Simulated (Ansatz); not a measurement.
**In2: harmonic frequencies at the relaxed geometry in Python**

Aim: harmonic frequencies at the relaxed geometry, for In2, run from a script.

Computed with the Python package of Ansatz 0.2.0. Level of theory: MP2/def2-SVP.

## 1. Starting point

Bond lengths: In1–In2 2.780 Å.

Input file in2.xyz:

```xyz
2

In    0.00000    0.00000    0.00000
In    0.00000    0.00000    2.78000
```

## 2. Script

File in2.py:

```python
"""Harmonic frequencies of In2 at its relaxed geometry."""

import ansatz as az
import numpy as np

in2 = az.Crystal.molecule_from_extxyz("in2.xyz")

calculation = (
    in2.calculation()
    .basis(gaussian="def2-SVP")
    .correlation("MP2")
    .spin("collinear", total=2)
)
symbols = [site.symbol for site in in2.cartesian_sites]
start = np.array([site.position_ang for site in in2.cartesian_sites], dtype=float)
rep = calculation.relax(force_tolerance=0.003).run().report
end = np.array(rep["positions_ang"])

print("bond        before    after (A)")
for i, j in [(0, 1)]:
    d0, d1 = (np.linalg.norm(xyz[i] - xyz[j]) for xyz in (start, end))
    print(f"{symbols[i]}{i}-{symbols[j]}{j}".ljust(10), f"{d0:8.4f} {d1:8.4f}")

# frequencies need a stationary point, so they are taken at the relaxed geometry
minimum = az.Crystal.molecule()
for symbol, xyz in zip(symbols, end):
    minimum = minimum.atom(symbol, xyz.tolist())
vibrating = (
    minimum.calculation()
    .basis(gaussian="def2-SVP")
    .correlation("MP2")
    .spin("collinear", total=2)
    .phonons(temperatures=(100, 500, 100))
)
vib = vibrating.run().report["vibrations"]
sums = vib["harmonic_sums"]
modes = [m["omega_inv_cm"] for m in sums["modes_at_gamma"] if m["rigid_motion"] == "no"]
print("frequencies (1/cm):", " ".join(f"{w:.0f}" for w in modes))
print("imaginary modes:", sum(w < 0 for w in modes), " zero-point energy:", round(sums["zero_point_energy_ev"], 4), "eV")
print("T (K)   F_vib (eV)   S_vib (meV/K)   C_vib (meV/K)")
for row in zip(sums["temperatures_k"], sums["vibrational_free_energy_ev"], vib["entropy_ev_per_k"], vib["heat_capacity_ev_per_k"]):
    print(f"{row[0]:6.1f} {row[1]:11.4f} {1000 * row[2]:13.4f} {1000 * row[3]:15.4f}")
```

## 3. The input behind the calls

The package turns the script's settings into the engine's input (first run):

```yaml
crystal:
  periodic: [false, false, false]
  atoms:
    - { symbol: In, position_ang: [0.0, 0.0, 0.0] }
    - { symbol: In, position_ang: [0.0, 0.0, 2.78] }
basis:
  gaussian:
    orbitals: def2-SVP
magnetization:
  spin_polarized: true
  initial_magnetization: 2.0
correlation:
  method: mp2
relax:
  f_tol: 0.003
```

## 4. The run

Started as:

```console
> python in2.py
```

The program printed:

```text
bond        before    after (A)
In0-In1      2.7800   3.0269
frequencies (1/cm): 126
imaginary modes: 0  zero-point energy: 0.0078 eV
T (K)   F_vib (eV)   S_vib (meV/K)   C_vib (meV/K)
 100.0      0.0062        0.0460          0.0661
 200.0     -0.0012        0.0977          0.0805
 300.0     -0.0127        0.1311          0.0836
 400.0     -0.0271        0.1553          0.0847
 500.0     -0.0436        0.1743          0.0852
```

Wall time 35 s (1 thread of Arm Neoverse V1, shared host); peak memory 0.22 GiB.

## 5. Inputs of later runs

The engine's inputs for the other runs:

Run 2, against run 1:

```diff
@@ -4,2 +4,2 @@
-    - { symbol: In, position_ang: [0.0, 0.0, 0.0] }
-    - { symbol: In, position_ang: [0.0, 0.0, 2.78] }
+    - { symbol: In, position_ang: [-4.1586479782325236e-16, 2.843913126629712e-16, -0.12345036925511844] }
+    - { symbol: In, position_ang: [4.1586479782325236e-16, -2.843913126629712e-16, 2.9034503692551183] }
@@ -14,2 +14,5 @@
-relax:
-  f_tol: 0.003
+phonons:
+  temperatures:
+    t_min: 100.0
+    t_max: 500.0
+    t_step: 100.0
```

Lines on the test bed's own set-up are left out of the output.

## 6. Run by run

One row for each of the 2 runs:

| run | kind of run | energy from run 1 (eV) | <S²> | SCF cycles in all | CPU time (s) |
| --- | --- | --- | --- | --- | --- |
| 1 | relaxation | 0.0000 | 2.03 | 224 | 17 |
| 2 | phonons | 0.0000 | 2.03 | 171 | 17 |

## 7. The relaxation of run 1, step by step

Step by step:

| step | E - E(step 1) (eV) | largest force component (eV/Å) |
| --- | --- | --- |
| 1 | 0.0000 | 1.2323 |
| 2 | -0.1253 | 0.2469 |
| 3 | -0.1325 | 0.0739 |
| 4 | -0.1332 | 0.0118 |
| 5 | -0.1332 | 0.0001 |

Step 1 is the start.

Before: Bond lengths: In1–In2 2.780 Å.

After: Bond lengths: In1–In2 3.027 Å.

## 8. Vibrations

Frequencies (cm⁻¹; negative: imaginary): 126.

## 9. Summary of results

| quantity | value |
| --- | --- |
| runs compared | 2 |
| moves of the relaxation of run 1 | 4 |
| energy gained in run 1 | 0.133 eV |
| last largest force component of run 1 | 0.0001 eV/Å |
| highest frequency | 126 cm⁻¹ |
| imaginary modes | 0 |
| zero-point energy | 0.008 eV |

What this shows: Run 1: The relaxation took 4 moves; the largest shift is 0.123 Å. The one frequency is real, so the geometry is a minimum. The values are harmonic; measured fundamentals also hold anharmonic shifts, mostly downward for stretches. The frequencies are harmonic and unscaled, in a modest basis. def2 sets replace the cores of elements past krypton by effective core potentials. The species is open-shell (spin multiplicity 3). The spin state was assumed, and another may lie lower.
